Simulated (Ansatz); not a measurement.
**Rhodium, bcc under r²SCAN: ground state and equation of state**

Aim: take rhodium in the bcc structure, relax it, solve it on a dense k-mesh, then scale the cell to 7 volumes from 88 to 112 % of the relaxed one and try a fit of the equation of state. The start is ferromagnetic. The k-meshes are 15×15×15 for the relaxation; 24×24×24 for the dense run; 24×24×24 for the volumes.

This is Rh in the bcc structure; at room conditions it is fcc.

Method: DFT r2SCAN, plane waves (500 eV) with PAW, scalar-relativistic; the PAW data stem from PBE, with regenerated cores, in Ansatz 0.2.0.

### Step 1. Starting point

It takes space group Im-3m (No. 229, cubic). The conventional cell has a = 3.019 Å, b = 3.019 Å, c = 3.019 Å, α = 90.00°, β = 90.00°, γ = 90.00°. Rh (site symmetry m-3m) is surrounded by 8 Rh at 2.61 Å.

Structure file:

```
CELL_PARAMETERS angstrom
-1.50926 1.50926 1.50926
1.50926 -1.50926 1.50926
1.50926 1.50926 -1.50926
ATOMIC_POSITIONS crystal
Rh 0.00000 0.00000 0.00000
```

The atoms start with moments of +1 μB.

### Step 2. Relaxing cell and atoms

File input.yaml:

```yaml
crystal:
  lattice:
    - [-1.5092612352, 1.5092612352, 1.5092612352]
    - [1.5092612352, -1.5092612352, 1.5092612352]
    - [1.5092612352, 1.5092612352, -1.5092612352]
  atoms:
    - { symbol: Rh, position: [0.0, 0.0, 0.0], spin: 1.0 }
hamiltonian:
  xc: r2scan
  pseudopotentials:
    kind: paw
    azcp:
      Rh: "pseudopotentials/Rh.paw.azcp"
basis:
  ecutwfc: 500
  fft_grid_basis: typed
kpoints:
  mp_grid: { grid: [15, 15, 15], shift: [0, 0, 0] }
magnetization:
  spin_polarized: true
scf:
  occupations: { method: fermi_dirac, width: 0.05 }
relax:
  max_steps: 60
  f_tol: 0.01
  cell: {}
output:
  write_density: true
  write_potential: true
  elf: true
  volumetric_format: npy
```

After this run come: Dense single point; At 88 % of the relaxed volume; At 92 % of the relaxed volume; At 96 % of the relaxed volume; At 100 % of the relaxed volume; At 104 % of the relaxed volume; At 108 % of the relaxed volume; At 112 % of the relaxed volume.

**Question.** What will these runs give? Wanted: space group; conventional cell; volume; shortest distance; gap on the mesh; magnetic state; relative to fcc; V₀, B₀, B₀′.

**Answer**, as computed:

| quantity | value |
| --- | --- |
| space group (spins left aside) | Im-3m (No. 229) |
| conventional cell | a = 3.058 Å |
| volume | 14.304 Å³/atom |
| shortest distance | 2.649 Å |
| gap on the mesh | none (levels filled in part) |
| magnetic state | ferromagnetic, up to 0.87 μB per atom |
| relative to fcc | +330 meV/atom |
| V₀, B₀, B₀′ | 14.274 Å³/atom, 221 GPa, 6.4 |

In words: The relaxation enlarged the cell by 4.0 % in volume. Against the reference form of rhodium (fcc, computed apart with the same settings) it stands 330 meV/atom higher, so it is far from stable. The final state is ferromagnetic (largest moment 0.87 μB). Levels at the Fermi energy are filled in part, as in a metal. The moment runs from 0.58 to 1.43 μB across the volumes, and this change enters B₀ and B₀′. B₀ comes out at 221 GPa. Relaxation kept the symmetry; phonons were not checked.
